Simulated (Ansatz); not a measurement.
Consider cell relaxations under several functionals of CdCu3, space group Pm-3m (the Python package of Ansatz (0.2.0)).

Input file `cdcu3.cif`:
```cif
data_CdCu3
_cell_length_a 3.825701
_cell_length_b 3.825701
_cell_length_c 3.825701
_cell_angle_alpha 90.00000
_cell_angle_beta 90.00000
_cell_angle_gamma 90.00000
_symmetry_space_group_name_H-M 'P 1'
_symmetry_Int_Tables_number 1
loop_
_symmetry_equiv_pos_as_xyz
'x, y, z'
loop_
_atom_site_label
_atom_site_type_symbol
_atom_site_fract_x
_atom_site_fract_y
_atom_site_fract_z
Cd1 Cd    0.000000    0.000000    0.000000
Cu2 Cu    0.000000    0.500000    0.500000
Cu3 Cu    0.500000    0.000000    0.500000
Cu4 Cu    0.500000    0.500000    0.000000
```

The script, `cdcu3_lattice.py`:
```python
"""How the lattice of CdCu3 depends on the functional."""

import ansatz as az
from ase.io import read
import numpy as np

def edges_and_angles(cell):
    cell = np.asarray(cell)
    a, b, c = np.linalg.norm(cell, axis=1)
    cosines = cell[1] @ cell[2] / (b * c), cell[0] @ cell[2] / (a * c), cell[0] @ cell[1] / (a * b)
    return (a, b, c, *np.degrees(np.arccos(cosines)))


def main() -> None:
    atoms = read("cdcu3.cif")
    system = az.Crystal.from_ase(atoms)

    calc = (
        system.calculation()
        .kpoints(length=22)
        .occupations("fermi_dirac", width=0.15)
        .relax(cell=True, max_steps=60)
    )

    levels = [("pbesol", "d3bj"), ("lda", "none"), ("blyp", "d3bj")]
    print("level            a       b       c    alpha   beta  gamma  V/atom  steps")
    for name, dispersion in levels:
        seen = []
        run = calc.functional(name, dispersion=dispersion).session().plan()
        out = run.execute(on_event=lambda e: seen.append(e) if e["event"] == "relax_step" else None)
        cell = out.lattice.cell_ang
        label = name if dispersion == "none" else f"{name}+{dispersion}"
        print("{:13s} {:7.4f} {:7.4f} {:7.4f} {:6.2f} {:6.2f} {:6.2f}".format(label, *edges_and_angles(cell)), f"{abs(np.linalg.det(cell)) / len(out.lattice.sites):7.3f} {len(seen):5d}")


if __name__ == "__main__":
    main()
```

Rank the levels of theory by the volume of the relaxed cell.

From smallest to largest: PBEsol+D3BJ (12.70 Å³ an atom, -9.3 % against the start), LDA (12.77 Å³ an atom, -8.8 % against the start) and BLYP+D3BJ (13.21 Å³ an atom, -5.6 % against the start). The spread is 4.0 % in volume.

The output:

Running `python cdcu3_lattice.py` prints:
```text
level            a       b       c    alpha   beta  gamma  V/atom  steps
DeckWarning: basis.ecutwfc = 420 eV, auto-derived from the records' recommended cutoffs: set by Cd (normal level)
pbesol+d3bj    3.7032  3.7032  3.7032  90.00  90.00  90.00  12.697     5
lda            3.7106  3.7106  3.7106  90.00  90.00  90.00  12.772     5
blyp+d3bj      3.7523  3.7523  3.7523  90.00  90.00  90.00  13.208     5
```
(Warnings from the package without file and line.)

What to keep in mind:
- Forces vanish by symmetry, so the ions can't move, and the end may be a saddle.
- BLYP and dispersion corrections can be off by several per cent in the lattices of metals, and by several GPa in the pressure at a fixed cell.
- The mesh is modest for a metal, so energies can be off by several to tens of meV an atom and pressures by half a GPa or more; differences at equal mesh fare better.
- This cell is a computed structure, which may not be the phase found in nature.
- Timing: 36 s on 1 thread of AMD EPYC 7R43 64-Core Processor (Zen 3), with other jobs on the host, peak memory 0.53 GiB.
